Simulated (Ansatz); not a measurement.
# Ni3Ge (Pm-3m): fixed-spin-moment curve, by script

Aim: a fixed-spin-moment curve, for Ni3Ge (Pm-3m), run from a script.

All numbers are computed with Ansatz 0.2.0 through its Python package. Level of theory: DFT r2SCAN+D4, plane waves, PAW.

**1. The system**

The structure is cubic, space group Pm-3m (No. 221). The conventional cell has a = 3.530 Å, b = 3.530 Å, c = 3.530 Å, α = 90.00°, β = 90.00°, γ = 90.00°. Around Ni (site symmetry 4/mmm) lie 8 Ni at 2.50 Å and 4 Ge at 2.50 Å. Around Ge (site symmetry m-3m) lie 12 Ni at 2.50 Å.

No structure file is read: the coordinates are typed or built in the script.

**2. Script**

fsm_ni3ge.py reads:

```python
"""Fixed-spin-moment curve of Ni3Ge."""

import ansatz as az
from ase import Atoms


def main() -> None:
    atoms = Atoms(
        ["Ni", "Ni", "Ni", "Ge"],
        scaled_positions=[
            (0.5, 0.0, 0.5),
            (0.0, 0.5, 0.5),
            (0.5, 0.5, 0.0),
            (0.0, 0.0, 0.0),
        ],
        cell=[
            (3.530334, 0.0, 0.0),
            (0.0, 3.530334, 0.0),
            (0.0, 0.0, 3.530334),
        ],
        pbc=True,
    )
    crystal = az.Crystal.from_ase(atoms)

    model = (
        crystal.calculation()
        .functional("r2SCAN", dispersion="D4")
        .pseudopotentials("paw")
        .kpoints(7, 7, 7, shift=0.5)
        .occupations("Fermi-Dirac", width=0.2)
    )
    # a hard lock holds the total moment, with one Fermi level a spin
    rows = []
    for total in [0.0, 1.3, 2.7, 4.0, 5.4]:
        report = model.spin("collinear", total=total, lock="hard").run(threads=1, backend="cpu").report
        up, down = report["spin_fermi_energies_ev"]
        rows.append((total, report["free_energy_ev"], up - down, report["absolute_magnetization_mub"]))
    reference = rows[0][1]
    rows = [(m, 1000 * (e - reference), split, size) for m, e, split, size in rows]
    lines = [",".join(["total muB", "F - F(0) meV", "EF up - down eV", "absolute muB"])] + [",".join(f"{v:.4f}" if isinstance(v, float) else str(v) for v in row) for row in rows]
    print("\n".join(lines))
    with open("fsm.csv", "w") as handle:
        handle.write("\n".join(lines) + "\n")
    best = min(rows, key=lambda row: row[1])
    print(f"lowest at {best[0]} muB per cell, {best[1]:.1f} meV against the first point")


if __name__ == "__main__":
    main()
```

**3. What the engine is handed**

The engine receives this input (first run):

```yaml
crystal:
  lattice:
    - [3.530334, 0.0, 0.0]
    - [0.0, 3.530334, 0.0]
    - [0.0, 0.0, 3.530334]
  atoms:
    - { symbol: Ni, position: [0.5, 0.0, 0.5] }
    - { symbol: Ni, position: [0.0, 0.5, 0.5] }
    - { symbol: Ni, position: [0.5, 0.5, 0.0] }
    - { symbol: Ge, position: [0.0, 0.0, 0.0] }
kpoints:
  mp_grid:
    grid: [7, 7, 7]
    shift: [0.5, 0.5, 0.5]
hamiltonian:
  xc: r2scan
  dispersion: d4
  pseudopotentials:
    kind: paw
magnetization:
  spin_polarized: true
  initial_magnetization: 0.0
  spin_locking:
    lock_magnetization: hard
scf:
  occupations:
    method: fermi_dirac
    width: 0.2
```

**4. Launch**

Launch:

```bash
$ python fsm_ni3ge.py
```

**Question.** At which total moment is the energy lowest, and how steeply does it rise?

The runs gave:

```
                            quantity             value
                       runs compared                 5
                     range of energy  1097.13 meV/atom
lowest point, total moment held (μB)               0.0
```

What this shows: The lowest point lies at 0 μB a cell, the first of the scan; at 5.4 μB the energy is 4389 meV above the lowest. Notes:
- The mesh is modest for a metal, so energies can be off by several to tens of meV an atom and pressures by half a GPa or more; differences at equal mesh fare better.
- The smearing is wide enough that free energy and stress hold a thermal part of the electrons.
- r2SCAN tends to overestimate the moments of itinerant magnets.
- The structure comes from a database of computed cells and needn't be a stable or known phase.
- Only points where the Fermi levels of the two spins meet (minima, maxima and zero moment) are free solutions; a shallow minimum can lie between the points.
